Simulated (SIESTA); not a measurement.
Ti2Ag under changes of volume

One of the cells (17.437 Å³/atom); the others are scaled copies at fixed shape and fractional positions:

```
Ag Ti
1.0
    -1.48242    1.48242    5.95111
     1.48242   -1.48242    5.95111
     1.48242    1.48242   -5.95111
Ag Ti
1 2
Cartesian
  0.0000 0.0000 0.0000
  0.0000 0.0000 7.9925
  0.0000 0.0000 3.9098
```

The cell comes from a database or a generator and needn't be the stable form of this composition.

* Program: SIESTA 5.4.2
* Functional: PBEsol
* Potentials or basis: PseudoDojo 0.4 standard (PBEsol files)
* Basis: DZP (energy shift 0.003 Ry; two zetas on semicore shells)
* Grid cutoff: 800 Ry
* Energy shift: 0.003 Ry
* k mesh: 13 × 13 × 13
* Occupations: fermi-dirac, width 0.05 eV
* Spin: no spin polarisation

```csv
volume (Å³/atom),energy over the lowest point (meV/atom),pressure (GPa),largest force (eV/Å)
16.070,8.10,4.8,0.146
16.412,?,?,?
16.753,0.00,-0.9,0.061
17.437,14.14,-5.5,0.030
17.779,28.08,-7.5,0.073
18.121,46.37,-9.3,0.108
```

Q: What does the run at 16.412 Å³/atom give?

A: Energy over the lowest point 1.12 meV/atom; pressure 1.8 GPa; largest force 0.095 eV/Å.

Worked out: A Birch-Murnaghan fit of order 3 (a polynomial in V^(-2/3)) to the other rows has its minimum at 16.64 Å³/atom with B0 = V·E''(V) = 130 GPa and B' = 3.8 at fixed shape and positions, which overstates the stiffness. It gives 1.01 meV/atom at 16.412 Å³/atom, against the run's 1.12, and -dE/dV = 1.8 GPa, against 1.8.

Energies are extrapolated to zero smearing.

Caveats: short orbitals over semicore shells can move pressures by several GPa; the basis of atomic orbitals isn't converged, which shifts pressures, moduli and gaps.
